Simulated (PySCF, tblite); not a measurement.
# C₅H₃F₄O radical: geometry, infrared bands and EPR parameters

Wanted: the infrared bands and EPR parameters of C₅H₃F₄O radical (`FC1=CO[CH][C@H]1C(F)(F)F`), by calculation.

Computed with tblite 0.8.0 and PySCF 2.14.0, with density-fitted response routines of our own, on a single molecule in the gas phase. Atoms count from 0, in the outputs and in this text.

## Step 1: Starting geometry

13 atoms, charge 0, multiplicity 2; geometry from: force field or distance geometry start.

Bonds of the start (Å): F0–C1 1.34, C1–C2 1.31, C2–O3 1.38, O3–C4 1.39, C4–C5 1.50, C5–C6 1.53, C6–F7 1.36, C6–F8 1.35, C6–F9 1.34, C5–C1 1.50, C2–H10 1.09, C4–H11 1.08, C5–H12 1.11.

## Step 2: Optimising the geometry with GFN2-xTB

What the job is given:

```
{"job": {"kind": "relax", "xc": "GFN2-xTB", "basis": "xTB"}, "charge": 0, "multiplicity": 2}
F     -0.610800     2.144900     0.803400
C     -0.745400     0.948200     0.218400
C     -1.650700     0.622200    -0.675700
O     -1.581500    -0.684700    -1.106200
C     -0.532400    -1.258800    -0.395100
C      0.101100    -0.253600     0.516700
C      1.584200    -0.016600     0.242800
F      2.294200    -1.158800     0.439300
F      2.106500     0.897600     1.093800
F      1.822500     0.397500    -1.010600
H     -2.439300     1.222400    -1.120300
H     -0.311700    -2.292900    -0.592800
H     -0.041300    -0.566700     1.568500
```

On the command line:

```
$ OMP_NUM_THREADS=1 python probes_run.py task.json out
```

One launch serves the whole session: the jobs run in the order shown.

**Question.** This job is followed by: GFN2-xTB harmonic vibrations, gas phase; UKS B3LYP, pcH-1 on C F H O, non-relativistic, mean-field spin-orbit, GIAO. Predict these results of the whole session: strongest single infrared mode (GFN2-xTB); zero-point energy (GFN2-xTB); g(iso) (B3LYP); ⟨S²⟩; largest a(iso) (averaged by class); potential on the surface of density 0.002 e/bohr³, 1st and 99th percentile.

The runs gave:

```
                                                                  quantity                  value
                                 strongest single infrared mode (GFN2-xTB)  1059 cm⁻¹, 255 km/mol
                                              zero-point energy (GFN2-xTB)          45.3 kcal/mol
                                                            g(iso) (B3LYP)                2.00336
                                                                      ⟨S²⟩     0.756 (exact 0.75)
                                        largest a(iso) (averaged by class)   1H on H12, 137.6 MHz
potential on the surface of density 0.002 e/bohr³, 1st and 99th percentile     -0.63 V and 1.48 V
```

What this shows: The optimisation took 33 steps and gained 0.163 eV; among the close pairs (by a distance rule), O3–C4 changed most, from 1.391 to 1.352 Å. No mode is imaginary among the 33: a minimum at this level. The strongest single mode, at 1059 cm⁻¹, moves mainly C6. GFN2-xTB is a fitted tight-binding method: band positions and strengths are rough. Its intensities can rank the bands wrongly. C4 carries the largest spin population, 0.85 e. The isotropic g lies 1.0 ppt above the free-electron value. The conformer search found further structures of the same energy, which may be mirror or relabelled copies of this one.
